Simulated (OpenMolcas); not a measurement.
**Mn²⁺ among point charges: CASSCF and CASPT2 levels and susceptibility**

How does a field of 2 point charges split the states of Mn²⁺, and what χT follows?

Program: OpenMolcas 26.06. Level of theory: state-averaged CASSCF and CASPT2, spin-orbit coupling by RASSI with atomic mean-field integrals. These are calculated values, not measurements, unless marked.

**1. The system**

```
Species                           : Mn²⁺ (manganese, Z = 25, 23 electrons)
Basis                             : ANO-RCC-VDZP [5s4p2d1f], 34 functions
Scalar Hamiltonian                : DKH2, point nucleus
Inactive shells                   : 1s 2s 2p 3s 3p
Active space                      : 5 electrons in 5 orbitals (3d)
Some configurations of this space : 3d⁵
Orbitals                          : optimised for each spin and parity, averaged over all roots
```

Outer shells as boxes (Hund's rule):

3d5
```
3d [↑ ][↑ ][↑ ][↑ ][↑ ]
```

The ion sits among 2 point charges of -2.5 e arranged as a linear pair (D∞h), 1.97 Å from the ion.

The work runs as a chain of OpenMolcas steps in one folder; each step below is one input file. Labels, J, g values, rates, χT and fits are worked out afterwards by a script from the matrices that RASSI stores. The input lists half of the charges; inversion (Group=XYZ) makes the rest.

**2. One- and two-electron integrals**

File a.inp:

```
&GATEWAY
Coord
1

Mn 0.0 0.0 0.0
Basis=ANO-RCC-VDZP
Group=XYZ
NoMove
AngMom=0.0 0.0 0.0
AMFI
XField
1 Angstrom 0
0.000000 0.000000 1.970000 -2.500000
&SEWARD
```

Launch:

```bash
> OMP_NUM_THREADS=1 MOLCAS_MEM=1689 MOLCAS_PROJECT=a pymolcas a.inp > a.log
```

**3. CASSCF: sextets of even parity, 1 root**

File a.inp:

```
&RASSCF
FileOrb=start.orb
Symmetry=1
Spin=6
nActEl=5 0 0
Inactive=3 6
Ras2=5 0
CIRoot=1 1 1
SDav=1
CIMx=300
Iter=120 100
PrWF=0.3
OrbListing=Nothing
MaxOrb=0
>>> COPY $Project.JobIph JOB001
```

start.orb holds the contracted functions of the basis, ordered by shell, or the orbitals of the step before.

**4. Reference wave functions, quartets of even parity, 24 roots**

File a.inp:

```
&RASSCF
FileOrb=start.orb
Symmetry=1
Spin=4
nActEl=5 0 0
Inactive=3 6
Ras2=5 0
CIRoot=24 24 1
SDav=24
CIMx=300
Iter=120 100
PrWF=0.3
OrbListing=Nothing
MaxOrb=0
>>> COPY $Project.JobIph JOB002
```

**5. Reference wave functions, doublets of even parity, 75 roots**

File a.inp:

```
&RASSCF
FileOrb=start.orb
Symmetry=1
Spin=2
nActEl=5 0 0
Inactive=3 6
Ras2=5 0
CIRoot=75 75 1
SDav=75
CIMx=300
Iter=120 100
PrWF=0.3
OrbListing=Nothing
MaxOrb=0
>>> COPY $Project.JobIph JOB003
```

**6. State interaction with spin-orbit coupling**

File a.inp:

```
&RASSI
NrOfJobIphs=3 1 24 75
1
1 2 3 4 5 6 7 8 9 10 11 12 13 14 15 16 17 18 19 20 21 22 23 24
1 2 3 4 5 6 7 8 9 10 11 12 13 14 15 16 17 18 19 20 21 22 23 24 25 26 27
28 29 30 31 32 33 34 35 36 37 38 39 40 41 42 43 44 45 46 47 48 49 50 51
52 53 54 55 56 57 58 59 60 61 62 63 64 65 66 67 68 69 70 71 72 73 74 75
IphNames
JOB001
JOB002
JOB003
EJob
SpinOrbit
DIPRint=1.0
SOCoupling=1000.0
Subsets=2
Property=9
'ANGMOM' 1 'ANGMOM' 2 'ANGMOM' 3 'MLTPL  1' 1 'MLTPL  1' 2 'MLTPL  1' 3
'AMFI' 1 'AMFI' 2 'AMFI' 3
SOProperty=3
'ANGMOM' 1 'ANGMOM' 2 'ANGMOM' 3
```

**7. CASPT2: IPEA 0.25, imaginary shift 0.1 (closed shells correlated: 3s 3p)**

File a.inp:

```
>>> COPY JOB001 $Project.JobIph
&CASPT2
Multistate=1 1
Frozen=2 3
IPEA=0.25
Imaginary=0.1
MaxIter=60
WThr=0.0 0.3 0.05
PrWF=0.5
NoMix
>>> COPY JOB002 $Project.JobIph
&CASPT2
Multistate=24 1 2 3 4 5 6 7 8 9 10 11 12 13 14 15 16 17 18 19 20 21 22
23 24
NoMult
Frozen=2 3
IPEA=0.25
Imaginary=0.1
MaxIter=60
WThr=0.0 0.3 0.05
PrWF=0.5
NoMix
>>> COPY JOB003 $Project.JobIph
&CASPT2
Multistate=75 1 2 3 4 5 6 7 8 9 10 11 12 13 14 15 16 17 18 19 20 21 22
23 24 25 26 27 28 29 30 31 32 33 34 35 36 37 38 39 40 41 42 43 44 45 46
47 48 49 50 51 52 53 54 55 56 57 58 59 60 61 62 63 64 65 66 67 68 69 70
71 72 73 74 75
NoMult
Frozen=2 3
IPEA=0.25
Imaginary=0.1
MaxIter=60
WThr=0.0 0.3 0.05
PrWF=0.5
NoMix
```

(Steps that only read results are left out.)

**Question.** What will these runs give? Wanted: spin-free ground state; lowest level; next level.

**Answer**, as computed:

| quantity | value |
| --- | --- |
| method | SS-CASPT2, IPEA 0.25, imaginary shift 0.1 (closed shells correlated: 3s 3p) |
| spin-free ground state | 6Sigma, 1-fold in its orbital part |
| lowest level | 2-fold, g = 0.00, 0.00, 10.01 |
| next level | 0.5 cm⁻¹ |
| χT at 300 K | 4.39 cm³ K/mol |
| effective moment at 300 K | 5.92 μB |

Cost by method:

```
                                              method  time of its own steps  time with the reference
                                           A. CASSCF                   21 s                     21 s
B. SS-CASPT2, IPEA 0.25, imaginary shift 0.1, +3s 3p                  5.7 s                     27 s
```

Times are of one thread on a shared host.

The spin-free ground state (6Sigma) comes to 100 % from free-ion S terms and keeps the highest spin of the shell. χT at 300 K is 4.39, against 4.39 cm³ K/mol for the spin alone, as a half-filled shell (L = 0) has no orbital moment. An active space of the d shell alone favours high spin; real ions in strong fields can be low spin. CASPT2 does not keep the components of a term degenerate, and the means are used. The field of point charges can differ much from that of real complexes. With metal d orbitals alone active, the gaps between spin states are rough; where two lie within a few thousand cm-1, their order is open. Point charges carry no covalency, so the field is a model and not that of real ligands.
